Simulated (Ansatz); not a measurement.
# Al3V3Mo2N4O4: the cost of one run

Method: DFT PBE, scalar-relativistic, plane waves, PAW, in Ansatz 0.2.0.

## (1) The starting structure

The cell holds 16 atoms (Al3Mo2N4O4V3): a = 5.659 Å, b = 5.659 Å, c = 5.659 Å, α = 60.00°, β = 60.00°, γ = 60.00°.

The sites of an ideal rock salt lattice, at a guessed lattice constant, take 3 Al, 2 Mo, 3 V; 4 N, 4 O (sublattices apart by semicolons), with a shake of 0.02 Å. Warren-Cowley parameters of the first shell (negative: unlike neighbours preferred): Al-Mo -0.11, Al-V -0.04, Mo-V -0.11. In a cell this small the draw can fall short of the order aimed at.

Structure file:

```cif
data_structure
_symmetry_space_group_name_H-M 'P 1'
_symmetry_Int_Tables_number 1
_cell_length_a 5.6588
_cell_length_b 5.6588
_cell_length_c 5.6588
_cell_angle_alpha 60.000
_cell_angle_beta 60.000
_cell_angle_gamma 60.000
_cell_volume 128.13
loop_
_atom_site_label
_atom_site_type_symbol
_atom_site_fract_x
_atom_site_fract_y
_atom_site_fract_z
_atom_site_occupancy
N1 N 0.75406 0.25258 0.74740 1
N2 N 0.25233 0.25097 0.74779 1
N3 N 0.24960 0.75023 0.24942 1
N4 N 0.74588 0.25375 0.24870 1
O1 O 0.74072 0.74791 0.74946 1
O2 O 0.25672 0.74977 0.74743 1
O3 O 0.74996 0.75210 0.24800 1
O4 O 0.25252 0.24616 0.25201 1
Al1 Al 0.99438 0.01006 0.00652 1
Al2 Al 0.00385 0.50520 0.99323 1
Al3 Al 0.00046 0.00643 0.49600 1
V1 V 0.50279 0.50333 0.99452 1
V2 V 0.00146 0.49736 0.50112 1
V3 V 0.49946 0.50153 0.50317 1
Mo1 Mo 0.49879 0.00149 0.99922 1
Mo2 Mo 0.50249 0.99842 0.49942 1
```

## (2) Relaxing on a coarse mesh

A cheap relaxation: coarse mesh, no symmetry, loose thresholds.

Contents of input.yaml:

```yaml
crystal:
  lattice:
    - [-4.00135, 4.00135, 0.0]
    - [-4.00135, 0.0, 4.00135]
    - [0.0, 4.00135, 4.00135]
  atoms:
    - { symbol: "N", position: [0.7540587919, 0.2525780753, 0.7473983324] }
    - { symbol: "N", position: [0.2523272345, 0.2509662583, 0.7477870994] }
    - { symbol: "N", position: [0.2496018765, 0.7502332817, 0.2494163708] }
    - { symbol: "N", position: [0.7458769061, 0.2537453977, 0.24869839] }
    - { symbol: O, position: [0.7407230063, 0.7479128277, 0.7494573738] }
    - { symbol: O, position: [0.2567230665, 0.7497671913, 0.7474308958] }
    - { symbol: O, position: [0.7499556669, 0.7521041702, 0.2480023039] }
    - { symbol: O, position: [0.2525225289, 0.2461606222, 0.2520057925] }
    - { symbol: Al, position: [0.9943802636, 0.0100574168, 0.0065232373] }
    - { symbol: Al, position: [0.0038472525, 0.5052029691, 0.9932292524] }
    - { symbol: Al, position: [0.0004590146, 0.0064268702, 0.4960029647] }
    - { symbol: V, position: [0.5027921503, 0.5033253892, 0.9945166984] }
    - { symbol: V, position: [0.0014616888, 0.4973617725, 0.5011201878] }
    - { symbol: V, position: [0.4994600475, 0.5015282625, 0.503174572] }
    - { symbol: Mo, position: [0.4987923789, 0.0014938683, 0.999222521] }
    - { symbol: Mo, position: [0.5024871813, 0.9984213874, 0.4994203322] }
  symmetry: { detect: false }
basis:
  ecutwfc: 420
kpoints:
  mp_grid: { grid: [3, 3, 3], shift: [0.0, 0.0, 0.0] }
hamiltonian:
  xc: pbe
scf:
  occupations: { method: gaussian, width: 0.1 }
  lower_state_search: "off"
output:
  forces: true
  stress: true
  eigenvalues: true
relax:
  adjacent_minimum: "off"
  f_tol: 0.04
  max_steps: 50
  cell: { stress_tol: 0.3 }
```

The run is started by

```
ansatz run input.yaml --threads 4 --pin off --max-ram 9216MiB --backend cpu --events-out ev --progress --plain --runs-dir out
```

What time and memory should one allow on 4 threads of Arm Neoverse V1, shared host?

About 2.1 min, with a peak of 0.7 GiB.
